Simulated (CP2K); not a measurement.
NbCu under changes of volume

One of the cells (16.821 Å³/atom); the others are scaled copies at fixed shape and fractional positions:

```
CELL_PARAMETERS angstrom
3.62351 0.00000 0.00000
1.81176 3.13805 0.00000
1.81176 1.04602 2.95859
ATOMIC_POSITIONS crystal
Nb 0.00000 0.00000 0.00000
Cu 0.50000 0.50000 0.50000
```

The cell was built by a generator and needn't be a form met in nature.

```yaml
Program: CP2K 2026.2
Functional: LDA
Potentials_or_basis: GTH_POTENTIALS Nb GTH-PADE-q13, Cu GTH-PADE-q11; TZVP-MOLOPT-PBE-GTH basis
Density_cutoff: 6123 eV
k_mesh: 9 × 9 × 9
Occupations: fermi-dirac, width 0.01 eV
Spin: no spin polarisation
```

| volume (Å³/atom) | energy over the lowest point (meV/atom) | pressure (GPa) |
| --- | --- | --- |
| 15.811 | 0.00 | 0.5 |
| 16.148 | 2.65 | -3.0 |
| 16.484 | 12.29 | -6.1 |
| 16.821 | 28.22 | -8.9 |
| 17.157 | 49.63 | -11.4 |
| 17.494 | 75.98 | -13.6 |
| 17.830 | ? | ? |

Task: What does the run at 17.830 Å³/atom give?

Result: Energy over the lowest point 106.71 meV/atom; pressure -15.6 GPa.

Worked out: A Birch-Murnaghan fit of order 3 (a polynomial in V^(-2/3)) to the other rows has its minimum at 15.86 Å³/atom with B0 = V·E''(V) = 175 GPa and B' = 4.7. It gives 106.59 meV/atom at 17.830 Å³/atom, against the run's 106.71, and -dE/dV = -15.5 GPa, against -15.6.

Energies are extrapolated to zero smearing.

Caveats: the basis of atomic orbitals isn't converged, which shifts pressures, moduli and gaps.
